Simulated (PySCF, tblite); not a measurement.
# C₄H₅ClO₂: geometry, infrared bands and NMR shifts

Aim: predict the infrared bands and NMR shifts of C₄H₅ClO₂ (`CO/C=C\C(=O)Cl`).

The runs use tblite 0.8.0 and PySCF 2.14.0, with density-fitted response routines of our own; the level of theory stands in each step. All values are computed, except where a source is named. Atoms are numbered from 0 throughout.

### 1 The molecule as given

12 atoms, charge 0, multiplicity 1; geometry from: force field or distance geometry start.

Bonds of the start (Å): C0–O1 1.41, O1–C2 1.38, C2–C3 1.33, C3–C4 1.48, C4–O5 1.23, C4–Cl6 1.75, C0–H7 1.10, C0–H8 1.10, C0–H9 1.10, C2–H10 1.09, C3–H11 1.09.

### 2 Geometry optimisation with GFN2-xTB

The job: settings as JSON, then the geometry in Å.

```
{"job": {"kind": "relax", "xc": "GFN2-xTB", "basis": "xTB"}, "charge": 0, "multiplicity": 1}
C     -2.045400     0.375000     0.681600
O     -0.645500     0.559400     0.618800
C      0.044200    -0.616800     0.435800
C      1.305300    -0.692800     0.017100
C      2.253200     0.399700    -0.312000
O      3.382100     0.040300    -0.652000
Cl     1.765500     2.075800    -0.263100
H     -2.509700     1.368000     0.796000
H     -2.419700    -0.080000    -0.241500
H     -2.339400    -0.233300     1.552000
H     -0.538600    -1.508300     0.657100
H      1.749300    -1.687700    -0.080300
```

The run is started by

```sh
OMP_NUM_THREADS=1 python probes_run.py task.json out
```

The driver reads the jobs from task.json and runs them one after another.

**Question.** This job is followed by: GFN2-xTB harmonic vibrations, gas phase; GIAO PBE0/pcSseg-1 NMR shielding, non-relativistic, gas phase. Predict these results of the whole session: strongest single infrared mode (GFN2-xTB); zero-point energy (GFN2-xTB); ¹³C shifts against TMS (PBE0/pcSseg-1); ¹H shifts against TMS (PBE0/pcSseg-1, means over atoms taken as alike); ¹⁷O shifts against H2O (PBE0/pcSseg-1); ³⁵Cl shifts against HCl (PBE0/pcSseg-1); surface potential, 1st and 99th percentile.

As calculated:

```
                                                              quantity                          value
                             strongest single infrared mode (GFN2-xTB)          1776 cm⁻¹, 532 km/mol
                                          zero-point energy (GFN2-xTB)                  51.9 kcal/mol
                                ¹³C shifts against TMS (PBE0/pcSseg-1)  169.5, 168.7, 107.2, 61.3 ppm
¹H shifts against TMS (PBE0/pcSseg-1, means over atoms taken as alike)           6.77, 5.13, 4.00 ppm
                                ¹⁷O shifts against H2O (PBE0/pcSseg-1)               571.8, 145.5 ppm
                               ³⁵Cl shifts against HCl (PBE0/pcSseg-1)                        464 ppm
                                 surface potential, 1st and 99th percentile             -1.72 V and 1.69 V
```

In words: The optimisation took 67 steps and gained 0.272 eV; among the close pairs (by a distance rule), O1–C2 changed most, from 1.376 to 1.324 Å. All 30 modes are real, so the xTB geometry is a minimum. The strongest single mode, at 1776 cm⁻¹, moves mainly C4 and O5. Unscaled tight-binding wavenumbers are off by several per cent, some by more. Its intensities can rank the bands wrongly. C2 (alkene carbon bearing oxygen) lies farthest downfield among carbon, at 169.5 ppm; an sp2 carbon further deshielded by the attached heteroatom. H10 (hydrogen on an alkene carbon bearing oxygen) lies farthest downfield among hydrogen, at 6.77 ppm; olefinic region. At PBE0/pcSseg-1, counted by nearest atom on the grid, the HOMO lies on C3 36 %; O1 23 %, the LUMO on C2, C4 about 25 % each; O5 18 %.
